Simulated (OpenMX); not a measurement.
Write the native input for OpenMX 3.8.5 that does the following.

```
Task                  : relaxation of the atoms
Functional            : LDA
Potentials or basis   : OpenMX 2013 LDA set, Bi8.0-s3p2d2f1, Te7.0-s3p2d2f1, grid cutoff 500 Ry
k mesh                : 5 × 5 × 5
Occupations           : fermi-dirac, width 0.05 eV
Spin                  : non-collinear spin, random start, spin-orbit coupling
Starting moments      : [[0.119, -0.09, 0.021], [0.0, -0.0, 0.0]] μB
Mixing scheme         : rmm-diisk
SCF threshold         : 1e-07 Ha
Solver                : band
Max SCF cycles        : 100
Optimiser             : BFGS
Force threshold       : 1.0e-3 Ha/bohr
Max steps of the ions : 13
```

BiTe:

```xyz
2
Lattice="0.1093 3.2445 3.2451 3.3145 0.0353 3.3191 3.2607 3.2646 0.0892" Properties=species:S:1:pos:R:3 pbc="T T T"
Bi    0.0000    0.0000    0.0000
Te    3.3422    3.2722    3.3267
```

The cell isn't the ideal one: cell strained at random at fixed volume.

The input as run:

BiTe.dat

```
System.CurrrentDirectory             ./
System.Name                          BiTe
DATA.PATH                            ./DFT_DATA13
level.of.stdout                      1
level.of.fileout                     0
Species.Number                       2
<Definition.of.Atomic.Species
  Bi  Bi8.0-s3p2d2f1         Bi_CA13
  Te  Te7.0-s3p2d2f1         Te_CA13
Definition.of.Atomic.Species>

Atoms.Number                         2
Atoms.SpeciesAndCoordinates.Unit     FRAC
<Atoms.SpeciesAndCoordinates
    1  Bi    0.0000000000    0.0000000000    0.0000000000   7.575  7.425    81.99  -37.10   81.99  -37.10  0  off
    2  Te    0.5000000000    0.5000000000    0.5000000000   8.000  8.000     0.00    0.00    0.00    0.00  0  off
Atoms.SpeciesAndCoordinates>

Atoms.UnitVectors.Unit               Ang
<Atoms.UnitVectors
     0.1092830000    3.2444990000    3.2451410000
     3.3145340000    0.0353500000    3.3190750000
     3.2606640000    3.2645630000    0.0892190000
Atoms.UnitVectors>

scf.XcType                           LSDA-CA
scf.SpinPolarization                 nc
scf.SpinOrbit.Coupling               on
scf.ElectronicTemperature            580.226
scf.energycutoff                     500.0
scf.maxIter                          100
scf.EigenvalueSolver                 band
scf.Kgrid                            5 5 5
scf.Mixing.Type                      rmm-diisk
scf.Init.Mixing.Weight               0.05
scf.Min.Mixing.Weight                0.001
scf.Max.Mixing.Weight                0.3
scf.Mixing.History                   25
scf.Mixing.StartPulay                8
scf.criterion                        1.0e-7
MD.Type                              BFGS
MD.maxIter                           13
MD.Opt.criterion                     1.0e-3
MD.Opt.DIIS.History                  5
MD.Opt.StartDIIS                     7
MD.Opt.EveryDIIS                     200
```

Potentials or basis: OpenMX 2013 LDA set, Bi8.0-s3p2d2f1, Te7.0-s3p2d2f1, grid cutoff 500 Ry.

Command:

```console
$ openmx BiTe.dat -nt 1 > BiTe.std
```

Results of the run:

```json
{
  "Band gap on the k mesh": "none (metal or under the smearing width)",
  "Net moment": "0.00 μB per cell",
  "Mulliken charges": "Bi +0.51; Te -0.51 e"
}
```

Caveat: Mulliken charges move with the basis; the relaxation stopped at its first step, so nothing moved; total energies with and without spin-orbit coupling shouldn't be compared in this program; the energies along the path lack the entropy term of the smearing; the basis of atomic orbitals isn't converged, which shifts pressures, moduli and gaps.

It took 5.4 min on 1 thread of Arm Neoverse V1, on a shared host, peak memory 1.5 GiB.
